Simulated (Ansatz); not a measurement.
# BF₄−: geometry and frequencies at several levels, part 2 of 2

Wanted for BF₄−: geometry and frequencies at several levels. Charge -1.

Ansatz 0.2.0, Gaussian bases.

## (9) Relaxation, PBE-D4/def2-SVPD

input.yaml

```yaml
crystal:
  periodic: [false, false, false]
  atoms:
    - { symbol: F, position_ang: [0.88359263, 0.57073938, -0.95978628] }
    - { symbol: B, position_ang: [3.53e-06, -8.96e-06, -5.601e-05] }
    - { symbol: F, position_ang: [-0.84984642, -0.94594725, -0.64078982] }
    - { symbol: F, position_ang: [0.75770266, -0.65280575, 1.01354016] }
    - { symbol: F, position_ang: [-0.7914424, 1.02798258, 0.58686195] }
total_charge: -1
basis:
  gaussian: { orbitals: def2-SVPD }
hamiltonian:
  xc: pbe
  dispersion: d4
relax:
  f_tol: 0.002
  max_steps: 150
```

Run with:

```console
ansatz run input.yaml --threads 2 --pin off --max-ram 5120MiB --backend cpu --events-out ev --progress --plain --runs-dir out
```

Output, cut to the lines that bear on the results:

```text
Warning: RAYON_NUM_THREADS=2 ignored (pool sized by the plan → 2); use --threads N
[...]
Functional definition: PBE
[...]
899 factors; their error is unknown
[...]
mean field -11532.98713272 eV, -423.8294597880 hartree, gradient 9.4e-6 eV, S^2 0.000000; 0 other end points of the search recorded, 0 dependent functions left out
[...]
reference -11532.98717253 eV, -423.8294612510 hartree; 21, 21 occupied and 91, 91 virtual orbitals, 899 factors
relax step   1: F+E_penalty+E_count = -11533.05701181 eV  Δ(F+E_penalty+E_count) = +0.000e0 eV  max|allowed force component| = 2.670e-2 eV/Å  Δτ_max = 0.0000 Å  (22 SCF iters, accepted)
[...]
relax step   2: F+E_penalty+E_count = -11533.05707276 eV  Δ(F+E_penalty+E_count) = -6.095e-5 eV  max|allowed force component| = 1.206e-2 eV/Å  Δτ_max = 0.0006 Å  (21 SCF iters, accepted)
[...]
relax step   3: F+E_penalty+E_count = -11533.05708856 eV  Δ(F+E_penalty+E_count) = -1.579e-5 eV  max|allowed force component| = 7.386e-5 eV/Å  Δτ_max = 0.0005 Å  (18 SCF iters, accepted)
899 factors; their error is unknown
[...]
mean field -11532.98722345 eV, -423.8294631222 hartree, gradient 8.0e-5 eV, S^2 0.000000; 1 other end points of the search recorded, 0 dependent functions left out
[...]
reference -11532.98726326 eV, -423.8294645854 hartree; 21, 21 occupied and 91, 91 virtual orbitals, 899 factors
Total energy: -11533.05712837 eV, -423.8320320808 hartree
Atom 0 at     0.884236     0.571155    -0.960484 Å, force     0.000035     0.000021    -0.000044 eV/Å
Atom 1 at     0.000003    -0.000007    -0.000048 Å, force    -0.000002     0.000017     0.000074 eV/Å
Atom 2 at    -0.850465    -0.946636    -0.641256 Å, force    -0.000034    -0.000039    -0.000032 eV/Å
Atom 3 at     0.758252    -0.653279     1.014273 Å, force     0.000007    -0.000007     0.000003 eV/Å
Atom 4 at    -0.792016     1.028727     0.587285 Å, force    -0.000007     0.000008    -0.000001 eV/Å
Dipole moment:     0.000000    -0.000001    -0.000004 e Å
```

Run time: 4.5 s. Hardware: 2 threads of Intel Xeon at 2.70GHz, shared host; peak memory 0.2 GiB.

Relaxation path:

```
step  E - E(step 1) (eV)  largest force component (eV/Å)
   1              0.0000                          0.0267
   2             -0.0001                          0.0121
   3             -0.0001                          0.0001
```

Step 1 is the start.

Before: Bond lengths: F1–B2 1.424 Å, B2–F3 1.424 Å, B2–F4 1.424 Å, B2–F5 1.424 Å. Angles: F1–B2–F3 109.5°, F1–B2–F4 109.5°, F1–B2–F5 109.5°, F3–B2–F4 109.5°, F3–B2–F5 109.5°, F4–B2–F5 109.5°.

After: Bond lengths: F1–B2 1.425 Å, B2–F3 1.425 Å, B2–F4 1.425 Å, B2–F5 1.425 Å. Angles: F1–B2–F3 109.5°, F1–B2–F4 109.5°, F1–B2–F5 109.5°, F3–B2–F4 109.5°, F3–B2–F5 109.5°, F4–B2–F5 109.5°.

## (10) Frequencies, PBE-D4/def2-SVPD

input.yaml

```yaml
crystal:
  periodic: [false, false, false]
  atoms:
    - { symbol: F, position_ang: [0.88423595, 0.57115507, -0.9604845] }
    - { symbol: B, position_ang: [3.36e-06, -7.04e-06, -4.781e-05] }
    - { symbol: F, position_ang: [-0.85046521, -0.94663586, -0.64125579] }
    - { symbol: F, position_ang: [0.75825162, -0.65327908, 1.01427271] }
    - { symbol: F, position_ang: [-0.79201572, 1.02872691, 0.58728539] }
total_charge: -1
basis:
  gaussian: { orbitals: def2-SVPD }
hamiltonian:
  xc: pbe
  dispersion: d4
phonons: {}
```

Run with:

```console
ansatz run input.yaml --threads 2 --pin off --max-ram 5120MiB --backend cpu --events-out ev --progress --plain --runs-dir out
```

Output, cut to the lines that bear on the results:

```text
Warning: RAYON_NUM_THREADS=2 ignored (pool sized by the plan → 2); use --threads N
[...]
[... 1 set-up line as earlier in the session ...]
[...]
899 factors; their error is unknown
[...]
mean field -11532.98722345 eV, -423.8294631222 hartree, gradient 9.1e-6 eV, S^2 0.000000; 0 other end points of the search recorded, 0 dependent functions left out
[...]
reference -11532.98726326 eV, -423.8294645854 hartree; 21, 21 occupied and 91, 91 virtual orbitals, 899 factors
[...]
899 factors; their error is unknown
[...]
mean field -11532.98718146 eV, -423.8294615792 hartree, gradient 4.8e-7 eV, S^2 0.000000; 0 other end points of the search recorded, 0 dependent functions left out
[...]
reference -11532.98722128 eV, -423.8294630426 hartree; 21, 21 occupied and 91, 91 virtual orbitals, 899 factors
[...]
899 factors; their error is unknown
[...]
899 factors; their error is unknown
mean field -11532.98718791 eV, -423.8294618161 hartree, gradient 2.4e-6 eV, S^2 0.000000; 0 other end points of the search recorded, 0 dependent functions left out
[...]
reference -11532.98722772 eV, -423.8294632793 hartree; 21, 21 occupied and 91, 91 virtual orbitals, 899 factors
Total energy: -11533.05712837 eV, -423.8320320808 hartree
Atom 0 at     0.884236     0.571155    -0.960484 Å, force     0.000035     0.000021    -0.000043 eV/Å
Atom 1 at     0.000003    -0.000007    -0.000048 Å, force    -0.000002     0.000017     0.000073 eV/Å
Atom 2 at    -0.850465    -0.946636    -0.641256 Å, force    -0.000033    -0.000038    -0.000031 eV/Å
Atom 3 at     0.758252    -0.653279     1.014273 Å, force     0.000006    -0.000007     0.000002 eV/Å
Atom 4 at    -0.792016     1.028727     0.587285 Å, force    -0.000006     0.000007    -0.000001 eV/Å
Dipole moment:     0.000000    -0.000001    -0.000004 e Å
Vibrations: 326.66 326.66 484.63 484.63 484.63 715.70 1022.90 1022.92 1022.92 cm⁻¹, zero-point energy 0.365235 eV
```

It took 8.7 s on 2 threads of Intel Xeon at 2.70GHz, shared host; peak memory 0.14 GiB.

Harmonic frequencies (cm⁻¹; negative: imaginary): 327, 327, 485, 485, 485, 716, 1023, 1023, 1023.

## (11) The levels compared

```tsv
level	F1–B2 (Å)	B2–F3 (Å)	B2–F4 (Å)	rotational constants (MHz)	highest frequency (cm⁻¹)	CPU time
HF/STO-3G	1.3948	1.3948	1.3948	5127.6, 5127.6, 5127.6	1385	2.2 s
HF/6-31G*	1.3935	1.3935	1.3935	5137.3, 5137.3, 5137.3	1206	5.8 s
LDA/def2-SVPD	1.4041	1.4041	1.4041	5059.6, 5059.6, 5059.6	1080	8 s
PBE-D4/def2-SVPD	1.4250	1.4250	1.4250	4912.7, 4912.7, 4912.7	1023	8.4 s
```

Constants are for the commonest isotopes at the equilibrium geometry; times are CPU times of the relaxations.

## (12) Summary of results

This closing draws on all 2 parts.

| quantity | value |
| --- | --- |
| F1–B2 at PBE-D4/def2-SVPD | 1.425 Å |
| B2–F3 at PBE-D4/def2-SVPD | 1.425 Å |
| B2–F4 at PBE-D4/def2-SVPD | 1.425 Å |
| frequencies at PBE-D4/def2-SVPD | 327 to 1023 cm⁻¹ |

What this shows: The F–B distance spreads over 0.031 Å, from HF/6-31G* (shortest) to PBE-D4/def2-SVPD. No mode is imaginary, so the geometry is a minimum.
